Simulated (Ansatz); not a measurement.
# Al3B2Sb: the cost of one run

Computed with Ansatz 0.2.0 (DFT PBE, scalar-relativistic, plane waves, PAW, unless a step's input says otherwise).

**1. The structure to begin with**

It takes space group P6/mmm (No. 191, hexagonal). The conventional cell has a = 5.598 Å, b = 5.598 Å, c = 3.230 Å, α = 90.00°, β = 90.00°, γ = 120.00°. Around Al (site symmetry mmm) lie 4 B at 2.28 Å. B (site symmetry -6m2) is surrounded by 6 Al at 2.28 Å and 3 Sb at 3.23 Å. Around Sb (site symmetry 6/mmm) lie 2 Sb at 3.23 Å and 12 Al at 3.23 Å and 6 B at 3.23 Å.

Coordinates:

```cif
data_structure
_symmetry_space_group_name_H-M 'P 1'
_symmetry_Int_Tables_number 1
_cell_length_a 5.5980
_cell_length_b 5.5980
_cell_length_c 3.2296
_cell_angle_alpha 90.000
_cell_angle_beta 90.000
_cell_angle_gamma 120.000
_cell_volume 87.65
loop_
_atom_site_label
_atom_site_type_symbol
_atom_site_fract_x
_atom_site_fract_y
_atom_site_fract_z
_atom_site_occupancy
Al1 Al 0.00000 0.50000 0.00000 1
Al2 Al 0.50000 0.00000 0.00000 1
Al3 Al 0.50000 0.50000 0.00000 1
B1 B 0.33333 0.66667 0.50000 1
B2 B 0.66667 0.33333 0.50000 1
Sb1 Sb 0.00000 0.00000 0.50000 1
```

A structure generator made this guess: species swapped into a database cell of GdB2Ir3 (P6/mmm, No. 191), with Sb on the Gd sites and Al on the Ir sites. The dimensions are guesses.

**2. A first look at the guess**

The input, input.yaml:

```yaml
crystal:
  lattice:
    - [5.59799897, 0.0, 0.0]
    - [-2.79899949, 4.84800932, 0.0]
    - [0.0, 0.0, 3.22957789]
  atoms:
    - { symbol: Al, position: [0.0, 0.5, 0.0] }
    - { symbol: Al, position: [0.5, 0.0, 0.0] }
    - { symbol: Al, position: [0.5, 0.5, 0.0] }
    - { symbol: B, position: [0.33333333, 0.66666667, 0.5] }
    - { symbol: B, position: [0.66666667, 0.33333333, 0.5] }
    - { symbol: Sb, position: [0.0, 0.0, 0.5] }
basis:
  ecutwfc: 420
kpoints:
  mp_grid: { grid: [6, 6, 6] }
hamiltonian:
  xc: pbe
scf:
  occupations: { method: gaussian, width: 0.1 }
  lower_state_search: "off"
output:
  forces: true
  stress: true
  eigenvalues: true
```

Started as:

```sh
> ansatz run input.yaml --threads 1 --pin off --max-ram 2560MiB --backend cpu --events-out ev --progress --plain --runs-dir out
```

**Question.** How long does this run take on 1 thread of Intel Xeon at 2.70GHz, shared host, and how much memory does it need?

About 4 s, with a peak of 0.39 GiB.
